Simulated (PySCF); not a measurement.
# BrH6OPSi2: geometry, electronic excitations

Wanted: the electronic excitations of BrH6OPSi2 (`P[SiH2]O[SiH2]Br`), by calculation.

Computed with PySCF 2.14.0, with density-fitted response routines of our own, on a single molecule in the gas phase. Atoms count from 0, in the outputs and in this text.

**1. The starting structure**

11 atoms, charge 0, multiplicity 1; geometry from: GFN2-xTB.

Bonds of the start (Å): P0–Si1 2.23, Si1–O2 1.63, O2–Si3 1.61, Si3–Br4 2.20, P0–H5 1.39, P0–H6 1.38, Si1–H7 1.46, Si1–H8 1.46, Si3–H9 1.45, Si3–H10 1.45.

**2. Relaxing the molecule at PBE0-D3(BJ)/def2-SVP**

The job: settings as JSON, then the geometry in Å.

```
{"job": {"xc": "PBE0", "basis": "def2-SVP", "d3": "d3bj", "grid": 1, "kind": "geom"}, "charge": 0, "multiplicity": 1}
P      2.429047    -0.585342     0.761101
Si     0.818755     0.485597    -0.345176
O     -0.545683    -0.114775     0.312261
Si    -2.146080    -0.139857     0.456295
Br    -2.987720     0.383994    -1.505664
H      2.500050    -1.668840    -0.098851
H      3.449548     0.081920     0.108360
H      0.840595     1.917514    -0.045646
H      0.717120     0.256938    -1.786502
H     -2.564093     0.898309     1.377000
H     -2.506115    -1.512787     0.740859
```

Log:

```text
step   0  E = -3572.03613294  max force = 0.021838
step   1  E = -3572.04428252  max force = 0.004054
step   2  E = -3572.04444805  max force = 0.001702
step   3  E = -3572.04451324  max force = 0.001198
step   4  E = -3572.04450987  max force = 0.002050
step   5  E = -3572.04452231  max force = 0.001827
step   6  E = -3572.04457139  max force = 0.000960
step   7  E = -3572.04459139  max force = 0.000559
step   8  E = -3572.04459740  max force = 0.000344
optimisation converged
```

Wall time 72 s (1 thread, shared host).

Relaxation path:

```
step  energy from step 0 (eV)  largest force component (eV/Å)
   0                   0.0000                          1.1230
   1                  -0.2218                          0.2085
   2                  -0.2263                          0.0875
   3                  -0.2280                          0.0616
   4                  -0.2279                          0.1054
   5                  -0.2283                          0.0939
   6                  -0.2296                          0.0494
   7                  -0.2302                          0.0287
   8                  -0.2303                          0.0177
```

Distances of close pairs at the start and the end, largest changes first:

```
   bond  before (Å)  after (Å)  change (Å)
  P0–H6       1.383      1.431      +0.048
  P0–H5       1.385      1.429      +0.044
 Si1–O2       1.629      1.670      +0.041
 O2–Si3       1.607      1.644      +0.037
 Si3–H9       1.449      1.486      +0.037
Si3–H10       1.448      1.483      +0.036
 Si1–H7       1.463      1.494      +0.031
Si3–Br4       2.198      2.228      +0.030
```

The final coordinates are the input of the step that follows.

```csv
at the end point,value
point group (found at 0.08 Å tolerance),C1
"rotational constants (GHz, main isotopes)","4.706, 0.507, 0.469"
dipole moment (D),0.58
```

**3. Excited states and response: PBE0/aug-cc-pVDZ**

The job: settings as JSON, then the geometry in Å.

```
{"job": {"kind": "uv", "xc": "PBE0", "basis": "aug-cc-pVDZ"}, "charge": 0, "multiplicity": 1}
P      2.572644    -0.543840     0.760561
Si     0.819206     0.430611    -0.264960
O     -0.555546    -0.210934     0.434350
Si    -2.197104    -0.124434     0.427161
Br    -2.894961     0.528420    -1.585839
H      2.527559    -1.710570    -0.063392
H      3.501297     0.131318    -0.093827
H      0.887248     1.900268    -0.006118
H      0.773415     0.186664    -1.736154
H     -2.673486     0.885602     1.407428
H     -2.759219    -1.471008     0.694007
```

Method: TDDFT PBE0/aug-cc-pVDZ, vertical, gas phase, core orbitals frozen in the response.

Log:

```text
coarse grid: 46584 points
cycle   1  E = -3572.5732937651  dE = -7.272e-01  |g| = 7.108e-01  |ddm| = 7.214e+00
cycle   2  E = -3572.3467541010  dE =  2.265e-01  |g| = 1.276e+00  |ddm| = 2.973e+00
cycle   3  E = -3572.6693654089  dE = -3.226e-01  |g| = 9.397e-02  |ddm| = 1.924e+00
cycle   4  E = -3572.6714479133  dE = -2.083e-03  |g| = 4.409e-02  |ddm| = 3.728e-01
cycle   5  E = -3572.6720964717  dE = -6.486e-04  |g| = 4.464e-03  |ddm| = 1.104e-01
cycle   6  E = -3572.6721027033  dE = -6.232e-06  |g| = 1.170e-03  |ddm| = 1.323e-02
final grid: 92296 points
cycle   7  E = -3572.6720804562  dE =  8.180e-09  |g| = 1.205e-03  |ddm| = 7.423e-03
cycle   8  E = -3572.6720803318  dE =  1.244e-07  |g| = 1.372e-03  |ddm| = 5.694e-03
cycle   9  E = -3572.6720809383  dE = -6.065e-07  |g| = 1.765e-04  |ddm| = 3.060e-03
cycle  10  E = -3572.6720809451  dE = -6.733e-09  |g| = 2.900e-05  |ddm| = 3.321e-04
cycle  11  E = -3572.6720809453  dE = -1.919e-10  |g| = 2.904e-06  |ddm| = 5.949e-05
converged SCF energy = -3572.6720809453

Static polarisability (au): isotropic 106.483, principal 89.089 98.670 131.691

Singlet excitations
state   eV       nm        f      main configurations
  1   6.1583    201.3   0.00693   H->L 0.82, H->L+2 0.08
  2   6.3412    195.5   0.03281   H->L+2 0.41, H->L+1 0.35, H->L+3 0.10
  3   6.6373    186.8   0.02876   H->L+4 0.49, H->L+1 0.29, H->L+3 0.16
  4   6.7752    183.0   0.05644   H->L+4 0.24, H->L+2 0.19, H->L+1 0.19
  5   6.7992    182.4   0.08370   H-1->L 0.43, H->L+3 0.18, H->L+4 0.13
  6   6.8161    181.9   0.08621   H->L+3 0.35, H-1->L 0.21, H->L+2 0.19
  7   6.8400    181.3   0.01714   H-1->L+1 0.40, H-1->L+2 0.29
  8   7.1201    174.1   0.03147   H-2->L+1 0.60, H-2->L+2 0.23, H-2->L 0.09
  9   7.1940    172.3   0.03868   H-2->L 0.55, H-3->L 0.25
 10   7.2827    170.2   0.02455   H-3->L 0.56, H-2->L 0.23

Triplet excitations (Tamm-Dancoff, eV): 5.5442 5.6571 6.0648 6.1775
```

Run time: 34 s. Hardware: 1 thread, shared host.

The orbitals next to the gap, with their largest atomic shares:

```
orbital     eV                        atoms
 HOMO−3  -8.96  Si1 21 %, O2 21 %, Br4 19 %
 HOMO−2  -8.67    Br4 80 %, O2 8 %, Si3 5 %
 HOMO−1  -8.41   Br4 65 %, Si3 13 %, H9 7 %
   HOMO  -7.72    P0 68 %, Si1 14 %, H8 6 %
   LUMO  -0.45   Si3 25 %, Si1 22 %, P0 9 %
 LUMO+1  -0.29  Si3 29 %, Br4 14 %, H8 11 %
 LUMO+2  -0.19  Si3 22 %, Si1 15 %, H5 13 %
```

With each of the 10 states as a Gaussian band of 0.4 eV half-width at 1/e, the curve within the window shown has maxima at 182 nm (ε 13,000) L/(mol cm). Beyond the last state computed it falls off for lack of states. The curve at chosen wavelengths:

| nm | ε (L/mol/cm) |
| --- | --- |
| 164 | 1737 |
| 166 | 2726 |
| 169 | 4672 |
| 171 | 6210 |
| 173 | 7853 |
| 176 | 10245 |
| 178 | 11552 |
| 181 | 12660 |
| 183 | 12676 |
| 185 | 12113 |
| 188 | 10432 |
| 190 | 9002 |
| 192 | 7525 |
| 195 | 5495 |
| 197 | 4359 |
| 199 | 3416 |
| 202 | 2330 |
| 204 | 1786 |
| 206 | 1355 |
| 209 | 875 |
| 211 | 641 |
| 214 | 389 |
| 216 | 273 |
| 218 | 187 |
| 221 | 103 |
| 223 | 67 |

Further results of this job:

```csv
property,computed
dipole moment (D),0.66
polarisability (Å³),15.78
HOMO–LUMO gap (eV),7.27
−ε(HOMO) (eV),7.72
```

**4. Ultraviolet spectrum: PBE0/def2-TZVPD**

Same as in step 3 but for these lines:

```diff
@@ -1,2 +1,2 @@
-{"job": {"kind": "uv", "xc": "PBE0", "basis": "aug-cc-pVDZ"}, "charge": 0, "multiplicity": 1}
+{"job": {"kind": "uv", "xc": "PBE0", "basis": "def2-TZVPD"}, "charge": 0, "multiplicity": 1}
 P      2.572644    -0.543840     0.760561
```

With the program's defaults for keys left out, this is: TDDFT PBE0/def2-TZVPD, vertical, gas phase, core orbitals frozen in the response.

Log:

```text
coarse grid: 46584 points
cycle   1  E = -3572.6682578860  dE = -8.163e-01  |g| = 8.029e-01  |ddm| = 2.793e+00
cycle   2  E = -3572.4256874214  dE =  2.426e-01  |g| = 1.363e+00  |ddm| = 1.125e+00
cycle   3  E = -3572.7693171017  dE = -3.436e-01  |g| = 1.378e-01  |ddm| = 8.197e-01
cycle   4  E = -3572.7729196322  dE = -3.603e-03  |g| = 3.842e-02  |ddm| = 1.399e-01
cycle   5  E = -3572.7733066380  dE = -3.870e-04  |g| = 1.572e-02  |ddm| = 4.875e-02
cycle   6  E = -3572.7733593192  dE = -5.268e-05  |g| = 1.720e-03  |ddm| = 1.360e-02
cycle   7  E = -3572.7733597987  dE = -4.795e-07  |g| = 5.426e-04  |ddm| = 2.115e-03
final grid: 92296 points
cycle   8  E = -3572.7733465441  dE = -3.532e-08  |g| = 6.285e-04  |ddm| = 4.847e-03
cycle   9  E = -3572.7733465195  dE =  2.457e-08  |g| = 7.198e-04  |ddm| = 1.241e-03
cycle  10  E = -3572.7733466407  dE = -1.212e-07  |g| = 4.530e-05  |ddm| = 6.408e-04
cycle  11  E = -3572.7733466411  dE = -3.993e-10  |g| = 1.284e-05  |ddm| = 3.503e-05
converged SCF energy = -3572.7733466411

Static polarisability (au): isotropic 106.396, principal 89.442 98.735 131.010

Singlet excitations
state   eV       nm        f      main configurations
  1   6.0814    203.9   0.01133   H->L 0.81, H->L+2 0.10
  2   6.4379    192.6   0.01859   H->L+2 0.57, H->L+3 0.18, H->L 0.11
  3   6.6553    186.3   0.01490   H->L+4 0.46, H->L+1 0.29, H->L+3 0.19
  4   6.8181    181.8   0.00369   H-1->L 0.85
  5   6.8723    180.4   0.05053   H->L+1 0.47, H->L+4 0.25, H->L+2 0.12
  6   6.9118    179.4   0.16915   H-1->L+1 0.35, H->L+3 0.28, H->L+4 0.14
  7   6.9275    179.0   0.07303   H-1->L+1 0.36, H->L+3 0.24, H->L+2 0.12
  8   7.1898    172.4   0.01499   H-2->L 0.57, H-3->L 0.25, H-2->L+1 0.09
  9   7.2167    171.8   0.04623   H-2->L+1 0.69, H-2->L+2 0.11
 10   7.2975    169.9   0.03907   H-3->L 0.54, H-2->L 0.29

Triplet excitations (Tamm-Dancoff, eV): 5.4305 5.5229 6.0223 6.3036
```

Wall time 59 s (1 thread, shared host).

Key values: HOMO -7.73 eV, LUMO -0.46 eV; lowest singlet 6.08 eV.

**5. Side by side: electronic excitations**

Excitations and ground-state properties, with basis size and wall time:

| run | lowest singlet (eV) | brightest (eV) | f | gap (eV) | α (Å³) | μ (D) | functions | time |
| --- | --- | --- | --- | --- | --- | --- | --- | --- |
| PBE0/aug-cc-pVDZ | 6.16 | 6.82 | 0.086 | 7.27 | 15.78 | 0.66 | 194 | 34 s |
| PBE0/def2-TZVPD | 6.08 | 6.91 | 0.169 | 7.27 | 15.77 | 0.63 | 280 | 59 s |

**6. What came out**

| quantity | value |
| --- | --- |
| point group | C1 |
| rotational constants (main isotopes) | 4.71, 0.51, 0.47 GHz |
| lowest singlet (PBE0/aug-cc-pVDZ) | 6.16 eV (201 nm), f = 0.007 |
| brightest single state of those computed | state 6, 6.82 eV, f = 0.086 |
| lowest triplet | 5.54 eV |
| range of the lowest singlet | 6.08 to 6.16 eV |

What this shows: The optimisation took 8 steps and gained 0.230 eV; among the close pairs (by a distance rule), P0–H6 changed most, from 1.383 to 1.431 Å. The lowest singlet, at 6.16 eV, is HOMO→LUMO 0.82, HOMO→LUMO+2 0.08 and is weak; of the 10 states computed, the strongest absorption comes from states 4 to 7 together at 6.82 eV. The lowest triplet lies 0.61 eV below the lowest singlet (triplets in Tamm-Dancoff, singlets in full TDDFT). The lowest singlet runs from 6.08 eV (PBE0/def2-TZVPD) to 6.16 eV (PBE0/aug-cc-pVDZ), while the orbital gap is 7.27 eV. The lowest state need not be the same one in every run.
